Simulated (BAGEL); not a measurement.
# [CuF4]2− (SMILES [F][Cu-2]([F])([F])[F]) at UHF/cc-pVDZ (density fitting with qzvpp-jkfit)

What is the vertical ionisation energy of [CuF4]2− at UHF/cc-pVDZ (density fitting with qzvpp-jkfit)? 

Program for the calculation: BAGEL 1.2.2.

9 further runs of the same task are left out: 8 that didn't finish, 1 set aside as unsound or not needed.

## Step 1: The structure to begin with

[CuF4]2−: 5 atoms, total charge -2, spin state doublet. SMILES: `[F][Cu-2]([F])([F])[F]`. The shape comes from GFN2-xTB, which is rough for such elements, and wasn't checked as a minimum.

Bond lengths: Cu1–F2 1.875 Å, Cu1–F3 1.874 Å, Cu1–F4 1.874 Å, Cu1–F5 1.874 Å. Angles: F2–Cu1–F3 98.5°, F2–Cu1–F4 134.8°, F2–Cu1–F5 98.5°, F3–Cu1–F4 98.5°, F3–Cu1–F5 134.8°, F4–Cu1–F5 98.5°.

## Step 2: The energy at UHF/cc-pVDZ (density fitting with qzvpp-jkfit)

The input, calc.json:

```json
{ "bagel" : [

{
  "title" : "molecule",
  "basis" : "cc-pvdz.json",
  "df_basis" : "qzvpp-jkfit",
  "angstrom" : true,
  "geometry" : [
    { "atom" : "Cu", "xyz" : [       0.000130,       0.000000,      -0.000060 ] },
    { "atom" : "F", "xyz" : [       1.729720,      -0.032100,       0.722000 ] },
    { "atom" : "F", "xyz" : [       0.025020,       1.737980,      -0.700560 ] },
    { "atom" : "F", "xyz" : [      -1.730530,       0.015830,       0.718330 ] },
    { "atom" : "F", "xyz" : [      -0.024340,      -1.721720,      -0.739710 ] }
  ]
},

{ "title" : "uhf", "charge" : -2, "nopen" : 1 },

{ "title" : "print", "file" : "orbitals.molden", "orbitals" : true }

]}
```

The basis set cc-pVDZ is read from a file made from the Basis Set Exchange's data (not shown).

Command:

```bash
BAGEL_NUM_THREADS=1 BAGEL calc.json > calc.out
```

What it wrote, cut to the lines that bear on the results:

```text
* using 1 threads per process

  ===============================================================
  ===============================================================

  *** Geometry ***

  { "atom" : "Cu", "xyz" : [      0.000246,      0.000000,     -0.000113 ] },
  { "atom" : "F", "xyz" : [      3.268697,     -0.060660,      1.364382 ] },
  { "atom" : "F", "xyz" : [      0.047281,      3.284306,     -1.323867 ] },
  { "atom" : "F", "xyz" : [     -3.270228,      0.029914,      1.357447 ] },
  { "atom" : "F", "xyz" : [     -0.045996,     -3.253579,     -1.397849 ] },

  Number of auxiliary basis functions:      572

  Since a DF basis is specified, we compute 2- and 3-index integrals:
    o Being stored without compression. Storage requirement is 0.045 GB

  Number of basis functions:       99
  Number of electrons      :       65

    * METHOD: MOLECULE                             0.41

  *** Open-shell HF ***

  === Nuclear Repulsion ===
   379.9420946237

      * DIIS with orbital gradients will be used.

  === UHF iteration (cc-pvdz.json) ===
      0      -2035.73456478          0.07115210           0.33
      1      -2010.10815199          0.25968761           0.34
      2      -1943.31849930          0.50903313           0.34
      3      -2027.81092588          0.19683837           0.33
      4      -2035.04154745          0.09253527           0.33
      5      -2035.74244995          0.07361376           0.33
      6      -2036.32090025          0.04119808           0.33
      7      -2036.59182021          0.02507385           0.33
      8      -2036.70584005          0.01177318           0.34
      9      -2036.77413010          0.00419319           0.34
     10      -2036.78437227          0.00206671           0.33
     11      -2036.78510147          0.00060073           0.33
     12      -2036.78553735          0.00044362           0.36
     13      -2036.78572136          0.00019721           0.36
     14      -2036.78584808          0.00018013           0.36
     15      -2036.78598576          0.00016460           0.36
     16      -2036.78636900          0.00011462           0.36
     17      -2036.78655059          0.00007276           0.37
     18      -2036.78661469          0.00005151           0.36
     19      -2036.78664882          0.00001975           0.37
     20      -2036.78664999          0.00001665           0.35
     21      -2036.78665121          0.00001045           0.33
     22      -2036.78665153          0.00000893           0.33
     23      -2036.78665203          0.00000824           0.33
     24      -2036.78665316          0.00000597           0.33
     25      -2036.78665402          0.00000275           0.33
     26      -2036.78665415          0.00000202           0.33
[... 30 lines of this table left out ...]
     57      -2036.78665427          0.00000003           0.33
     58      -2036.78665427          0.00000003           0.33
     59      -2036.78665427          0.00000002           0.33
     60      -2036.78665427          0.00000002           0.34
     61      -2036.78665427          0.00000002           0.33
     62      -2036.78665427          0.00000002           0.33
     63      -2036.78665427          0.00000002           0.33
     64      -2036.78665427          0.00000002           0.33
     65      -2036.78665427          0.00000002           0.33
     66      -2036.78665427          0.00000001           0.33
     67      -2036.78665427          0.00000001           0.34
     68      -2036.78665427          0.00000001           0.33
     69      -2036.78665427          0.00000001           0.33
    * SCF iteration converged.

    * S^2 (UHF) is 0.7524

    * Permanent dipole moment:
           (   -0.000258,    -0.000029,     0.000383) a.u.

    * METHOD: UHF                                 24.08

    * METHOD: PRINT                                0.02

  ===============================================================
```

Run time: 25 s. Hardware: 1 thread of Arm Neoverse V2, shared host; peak memory 0.17 GiB.

## Step 3: Singlet [CuF4]−, same level

The input, job.json:

```json
{ "bagel" : [

{
  "title" : "molecule",
  "basis" : "cc-pvdz.json",
  "df_basis" : "qzvpp-jkfit",
  "angstrom" : true,
  "geometry" : [
    { "atom" : "Cu", "xyz" : [       0.000130,       0.000000,      -0.000060 ] },
    { "atom" : "F", "xyz" : [       1.729720,      -0.032100,       0.722000 ] },
    { "atom" : "F", "xyz" : [       0.025020,       1.737980,      -0.700560 ] },
    { "atom" : "F", "xyz" : [      -1.730530,       0.015830,       0.718330 ] },
    { "atom" : "F", "xyz" : [      -0.024340,      -1.721720,      -0.739710 ] }
  ]
},

{ "title" : "hf", "charge" : -1 },

{ "title" : "print", "file" : "orbitals.molden", "orbitals" : true }

]}
```

The basis set cc-pVDZ is read from a file made from the Basis Set Exchange's data (not shown).

Command:

```bash
BAGEL_NUM_THREADS=1 BAGEL job.json > job.out
```

What it wrote:

```text
* using 1 threads per process

  ===============================================================
  ===============================================================

  *** Geometry ***

  { "atom" : "Cu", "xyz" : [      0.000246,      0.000000,     -0.000113 ] },
  { "atom" : "F", "xyz" : [      3.268697,     -0.060660,      1.364382 ] },
  { "atom" : "F", "xyz" : [      0.047281,      3.284306,     -1.323867 ] },
  { "atom" : "F", "xyz" : [     -3.270228,      0.029914,      1.357447 ] },
  { "atom" : "F", "xyz" : [     -0.045996,     -3.253579,     -1.397849 ] },

  Number of auxiliary basis functions:      572

  Since a DF basis is specified, we compute 2- and 3-index integrals:
    o Being stored without compression. Storage requirement is 0.045 GB

  Number of basis functions:       99
  Number of electrons      :       65

    * METHOD: MOLECULE                             0.38

  *** RHF ***

  === Nuclear Repulsion ===
   379.9420946237

      * DIIS with orbital gradients will be used.

  === RHF iteration (cc-pvdz.json) ===
      0      -2035.96271981          0.03311366           0.15
      1      -2035.33040470          0.06072351           0.15
      2      -2036.65021012          0.00573782           0.15
      3      -2036.68759154          0.00632722           0.15
      4      -2036.71776094          0.00174418           0.15
      5      -2036.72484970          0.00046445           0.15
      6      -2036.72496072          0.00026693           0.15
      7      -2036.72502613          0.00007011           0.15
      8      -2036.72502982          0.00000849           0.15
      9      -2036.72503001          0.00000490           0.15
     10      -2036.72503007          0.00000130           0.15
     11      -2036.72503007          0.00000073           0.15
     12      -2036.72503007          0.00000017           0.15
     13      -2036.72503007          0.00000007           0.15
     14      -2036.72503007          0.00000004           0.15
     15      -2036.72503007          0.00000002           0.15
     16      -2036.72503007          0.00000001           0.15
     17      -2036.72503007          0.00000001           0.15
    * SCF iteration converged.

    * Permanent dipole moment:
           (    0.000443,    -0.000060,     0.000427) a.u.

    * METHOD: HF                                   3.02

    * METHOD: PRINT                                0.02

  ===============================================================
```

It took 3.6 s on 1 thread of Arm Neoverse V2, shared host; peak memory 0.16 GiB.

## Step 4: Outcome

At UHF/cc-pVDZ (density fitting with qzvpp-jkfit):

| quantity | value |
| --- | --- |
| doublet [CuF4]2−: total energy | -2036.78665 Eh |
| doublet [CuF4]2−: ⟨S²⟩ | 0.752 |
| singlet [CuF4]−: total energy | -2036.72503 Eh |
| singlet [CuF4]−: HOMO energy | -10.08 eV |
| singlet [CuF4]−: LUMO energy | 3.03 eV |
| singlet [CuF4]−: HOMO–LUMO gap (to an unbound level, set by the basis) | 13.11 eV |
| vertical detachment energy (to the singlet anion) | 1.677 eV |

In words: The vertical ionisation energy comes to 1.68 eV (39 kcal/mol). Only the singlet of the ionised species was computed; a triplet could lie lower.
